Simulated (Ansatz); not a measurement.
Relaxation of a periodic cell of 17 atoms, K$_{16}$Na (host K, host structure bcc, interstitial Na), to a largest force component of 0.03 eV/Å in at most 60 steps.

Theory: DFT PBE-D3(BJ), scalar-relativistic, plane waves, PAW in Ansatz 0.2.0. Settings: cutoff 420 eV, k mesh 2x2x2, fermi-dirac smearing 0.15 eV, no spin polarisation.

```xyz
17
Lattice="10.4600 0.0000 0.0000 0.0000 10.4600 0.0000 0.0000 0.0000 10.4600" Properties=species:S:1:pos:R:3
K 0.000 0.000 0.000
K 5.230 0.000 0.000
K 0.000 5.230 0.000
K 0.000 0.000 5.230
K 2.615 2.615 2.615
K 5.230 5.230 0.000
K 5.230 0.000 5.230
K 7.845 2.615 2.615
K 0.000 5.230 5.230
K 2.615 7.845 2.615
K 2.615 2.615 7.845
K 5.230 5.230 5.230
K 7.845 7.845 2.615
K 7.845 2.615 7.845
K 2.615 7.845 7.845
K 7.845 7.845 7.845
Na 1.366 2.604 -0.006
```

Task: Where does it end, and by what steps?

Result: It converged. Limits of this set-up: coarse k mesh, a small cell, in which the defect meets its images, a typed lattice constant that wasn't relaxed here. After 5 steps the energy has fallen by 0.860 eV; K11 moved furthest, 0.56 Å.

| step | energy less start (eV) | largest force component (eV/Å) | accepted |
| --- | --- | --- | --- |
| 0 | 0.0000 | 0.788 | yes |
| 1 | -0.2992 | 0.592 | yes |
| 2 | -0.6723 | 0.315 | yes |
| 3 | -0.8432 | 0.071 | yes |
| 4 | -0.8593 | 0.032 | yes |
| 5 | -0.8603 | 0.008 | yes |

```xyz
17
Lattice="10.4600 0.0000 0.0000 0.0000 10.4600 0.0000 0.0000 0.0000 10.4600" Properties=species:S:1:pos:R:3
K -0.154 -0.536 0.000
K 4.959 0.221 0.000
K -0.151 5.764 0.000
K -0.134 -0.174 5.230
K 2.770 2.614 3.155
K 4.958 5.008 0.000
K 5.557 0.081 5.229
K 8.128 2.615 2.401
K -0.134 5.403 5.230
K 2.754 7.845 2.780
K 2.771 2.614 7.304
K 5.555 5.148 5.229
K 7.523 7.844 2.527
K 8.128 2.615 8.059
K 2.754 7.845 7.680
K 7.523 7.844 7.932
Na 1.319 2.613 -0.001
```

Whether the end is a true minimum wasn't checked by a vibrational analysis.

Time of the run: 16 s on 4 threads of AMD EPYC 9R45 (Zen 5), on a shared host, peak memory 2.6 GiB.
